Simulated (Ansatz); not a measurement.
# AlBC (element-swapped structure): how the settings move a single-point run

Question: which choices in the input matter for AlBC (element-swapped structure)?

Computed with Ansatz 0.2.0 (reference: DFT r2SCAN, plane waves, PAW, scalar-relativistic, no spin polarisation, unless a step's input says otherwise).

**1. The starting structure**

The structure is orthorhombic, space group Cmcm (No. 63). The conventional cell has a = 2.901 Å, b = 12.600 Å, c = 2.811 Å, α = 90.00°, β = 90.00°, γ = 90.00°. C (site symmetry m2m) has 6 B at 2.13 to 2.15 Å and 4 Al at 2.45 Å as nearest neighbours. Al (site symmetry m2m) is surrounded by 1 B at 2.07 Å and 4 Al at 2.39 Å and 4 C at 2.45 Å. B (site symmetry m2m) is surrounded by 2 B at 1.67 Å and 1 Al at 2.07 Å.

Coordinates:

```cif
data_structure
_symmetry_space_group_name_H-M 'P 1'
_symmetry_Int_Tables_number 1
_cell_length_a 2.9010
_cell_length_b 6.4650
_cell_length_c 2.8108
_cell_angle_alpha 90.000
_cell_angle_beta 90.000
_cell_angle_gamma 77.035
_cell_volume 51.37
loop_
_atom_site_label
_atom_site_type_symbol
_atom_site_fract_x
_atom_site_fract_y
_atom_site_fract_z
_atom_site_occupancy
C1 C 0.91002 0.17996 0.75000 1
C2 C 0.08998 0.82004 0.25000 1
Al1 Al 0.30058 0.39884 0.25000 1
Al2 Al 0.69942 0.60116 0.75000 1
B1 B 0.46450 0.07100 0.25000 1
B2 B 0.53550 0.92900 0.75000 1
```

**2. The reference run**

input.yaml

```yaml
crystal:
  lattice:
    - [2.901023, 0.0, 0.0]
    - [1.450511, -6.300183, 0.0]
    - [0.0, 0.0, -2.810774]
  atoms:
    - { symbol: C, position: [0.91002, 0.17996, 0.75] }
    - { symbol: C, position: [0.08998, 0.82004, 0.25] }
    - { symbol: Al, position: [0.30058, 0.39884, 0.25] }
    - { symbol: Al, position: [0.69942, 0.60116, 0.75] }
    - { symbol: B, position: [0.4645, 0.071, 0.25] }
    - { symbol: B, position: [0.5355, 0.929, 0.75] }
  symmetry: { tolerance: 0.0003 }
kpoints:
  mp_grid: { grid: [6, 6, 6], shift: [0, 0, 0] }
magnetization:
  spin_polarized: false
scf:
  occupations: { method: fermi_dirac, width: 0.064 }
hamiltonian:
  pseudopotentials: { kind: paw }
  xc: r2scan
basis:
  ecutwfc: 500
output:
  forces: true
  stress: true
  eigenvalues: true
```

Run with:

```sh
> ansatz run input.yaml --threads 1 --pin off --max-ram 2560MiB --backend cpu --events-out ev --progress --plain --runs-dir out
```

**3. Changed: symmetry.detect false, tolerance left out**

input.yaml: that of step 2 with these lines changed.

```diff
@@ -12,3 +12,3 @@
     - { symbol: B, position: [0.5355, 0.929, 0.75] }
-  symmetry: { tolerance: 0.0003 }
+  symmetry: { detect: false }
 kpoints:
@@ -28 +28,5 @@
   eigenvalues: true
+  write_density: true
+  write_potential: true
+  elf: true
+  volumetric_format: npy
```

**4. Variant: eigensolver.kind davidson**

input.yaml: that of step 2 with these lines changed.

```diff
@@ -19,2 +19,3 @@
   occupations: { method: fermi_dirac, width: 0.064 }
+  eigensolver: { kind: davidson }
 hamiltonian:
@@ -28 +29,5 @@
   eigenvalues: true
+  write_density: true
+  write_potential: true
+  elf: true
+  volumetric_format: npy
```

**5. Variant: accuracy high**

input.yaml: that of step 2 with these lines changed.

```diff
@@ -28 +28,2 @@
   eigenvalues: true
+accuracy: high
```

**6. A run with other settings**

input.yaml: that of step 2 with these lines changed.

```diff
@@ -14,3 +14,3 @@
 kpoints:
-  mp_grid: { grid: [6, 6, 6], shift: [0, 0, 0] }
+  mp_grid: { grid: [1, 1, 1], shift: [0, 0, 0] }
 magnetization:
@@ -19,2 +19,3 @@
   occupations: { method: fermi_dirac, width: 0.064 }
+  max_iter: 75
 hamiltonian:
```

(Steps that only read results are left out.)

Before running it: what results should come out? Wanted: for each run, ending; energy change; pressure; gap; force.

As calculated:

| run | ending | energy change | pressure (GPa) | gap (eV) | force (eV/Å) | cycles | time |
| --- | --- | --- | --- | --- | --- | --- | --- |
| reference | converged | 0 | 15.8 | 0.00 | 2.56 | 7 | 6.6 s |
| 1: symmetry.detect false, tolerance left out | converged | 0.0 meV/atom | 15.8 | 0.00 | 2.56 | 7 | 27 s |
| 2: eigensolver.kind davidson | converged | 0.0 meV/atom | 15.8 | 0.00 | 2.56 | 7 | 8.4 s |
| 3: accuracy high | converged | 0.0 meV/atom | 15.8 | 0.00 | 2.56 | 10 | 11 s |
| 4: mp_grid.grid [1, 1, 1] | converged | +2.87 eV/atom | 59.4 | 0.15 | 7.81 | 20 | 3.7 s |

Times don't compare one to one where runs were asked for different outputs or read a saved state (see the inputs); cycles may leave out searches for a lower state.

Residual by cycle in the longest SCF loop of each run; runs are numbered as in the table. The quantity is the density residual dr2, in eV.

| cycle | reference | run 1 | run 2 | run 3 | run 4 |
| --- | --- | --- | --- | --- | --- |
| 1 | 0.0237 | 0.0237 | 0.0242 | 0.0237 | 13.8 |
| 3 | 0.00384 | 0.00385 | 0.00223 | 0.00384 | 6.32 |
| 4 | 1.1e-4 | 1.1e-4 | 9.1e-5 | 1.1e-4 | 2.05 |
| 6 | 7.6e-7 | 7.6e-7 | 5.1e-7 | 7.6e-7 | 1.04 |
| 8 | - | - | - | 4.7e-9 | 1.29 |
| 10 | - | - | - | 1.1e-12 | 0.271 |
| 11 | - | - | - | - | 0.272 |
| 13 | - | - | - | - | 0.103 |
| 15 | - | - | - | - | 2.8e-4 |
| 17 | - | - | - | - | 1.4e-5 |
| 18 | - | - | - | - | 1.9e-6 |
| 20 | - | - | - | - | 4.3e-9 |

**Reading.** Of the converged runs whose energies compare with the reference's, «mp_grid.grid [1, 1, 1]» moves the energy most (+2.87 eV/atom). The structure is not at rest: the sound run finds 16 GPa, so these are no properties of the relaxed crystal. 

The reference has limits of its own: its mesh is coarse for a cell with so small a gap or none; the structure is made up and not relaxed.
